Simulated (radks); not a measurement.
# Polarisabilities and dispersion coefficients of Be, B⁺, C²⁺ and others

One table from this session's results is given with a row withheld; the runs are named, their logs left out.

Program: radks (a radial shooting solver on a logarithmic mesh, Libxc functionals) version 1. Level of theory: scalar-relativistic Kohn-Sham, PBE, spin-unpolarised, spherical densities, finite nucleus. These are calculated values, not measurements, unless marked.

## The atom as given

| Item | Value |
| --- | --- |
| species | Be ([He] 2s2), B⁺ ([He] 2s2), C²⁺ ([He] 2s2), N³⁺ ([He] 2s2), O⁴⁺ ([He] 2s2), F⁵⁺ ([He] 2s2), Ne⁶⁺ ([He] 2s2), Mg⁸⁺ ([He] 2s2) |

The first run:

Settings of this run:

```text
Z 4
configuration [He] 2s2
relativity scalar-relativistic
functional pbe,pbe
spin unpolarised
nucleus finite rms 2.519 fm
c 137.035999084
response adiabatic LDA kernel
```

Among the steps run: Be, [He] 2s2; B⁺, [He] 2s2; C²⁺, [He] 2s2; N³⁺, [He] 2s2; O⁴⁺, [He] 2s2; F⁵⁺, [He] 2s2; Ne⁶⁺, [He] 2s2; Mg⁸⁺, [He] 2s2.

One table of the session follows, with a row left open; its other results are not shown here.

| species | −ε(HOMO) (eV) | α (bohr³) | α uncoupled (bohr³) | C6 (hartree bohr⁶) | C8 (hartree bohr⁸) |
| --- | --- | --- | --- | --- | --- |
| Be | 5.610 | 42.64 | 77.72 | 254.1 | 12932 |
| B⁺ | ? | ? | ? | ? | ? |
| C²⁺ | 40.379 | 4.158 | 7.730 | 6.368 | 59.97 |
| N³⁺ | 68.125 | 2.058 | 3.816 | 2.021 | 11.16 |
| O⁴⁺ | 102.72 | 1.166 | 2.156 | 0.7930 | 2.818 |
| F⁵⁺ | 144.17 | 0.7237 | 1.333 | 0.3597 | 0.8770 |
| Ne⁶⁺ | 192.47 | 0.4793 | 0.8803 | 0.1813 | 0.3178 |
| Mg⁸⁺ | 309.64 | 0.2410 | 0.4396 | 0.05761 | 0.05770 |

Estimate the missing values for B⁺.

**Answer.** −ε(HOMO) (eV): 19.511; α (bohr³): 10.53; α uncoupled (bohr³): 19.56; C6 (hartree bohr⁶): 28.39; C8 (hartree bohr⁸): 531.4. In the column «−ε(HOMO) (eV)» it lies between Be (5.610) and C²⁺ (40.379).

In words: Uncoupled leaves out the potential induced by the response; C6 and C8 are for like pairs. Be is the most polarisable and Mg⁸⁺ the least, a factor 177 apart. For the pair Be–Mg⁸⁺ the Casimir-Polder integral gives C6 = 2.554, the rule 2·Ca·Cb/(Ca·αb/αa + Cb·αa/αb) on the like-pair values 2.518. Against the recommended values (Schwerdtfeger and Nagle, 2023 table) the misses are Be +13 %. C8 is given only where no p, d or f shell is open.
